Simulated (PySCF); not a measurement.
# BrLi (Lithium Bromide): the cost of one run

Computed with PySCF 2.14.0, with density-fitted response routines of our own, on a single molecule, in the gas phase or a continuum. Atoms count from 0, in the outputs and in this text.

### 1 The starting structure

2 atoms, charge 0, multiplicity 1; geometry from: GFN2-xTB. The atoms were then displaced at random by about 0.01 Å, so the start is not that level's minimum.

Bonds of the start (Å): Li0–Br1 2.22.

### 2 Optimising the geometry at PBE0-D3(BJ)/def2-SVP

Job settings and geometry (Å):

```
{"job": {"xc": "PBE0", "basis": "def2-SVP", "d3": "d3bj", "grid": 1, "shake": 0.01, "kind": "geom"}, "charge": 0, "multiplicity": 1}
Li     1.120710    -0.028310     0.001170
Br    -1.103220    -0.000510    -0.013290
```

Started as:

```
$ OMP_NUM_THREADS=1 python probes_run.py task.json out
```

One launch serves the whole session: the jobs run in the order shown.

**Question.** How long does this first job take on 1 thread of Intel Xeon Platinum 8488C, shared host, and how much memory does it need?

About 2 s, with a peak of 0.25 GiB.
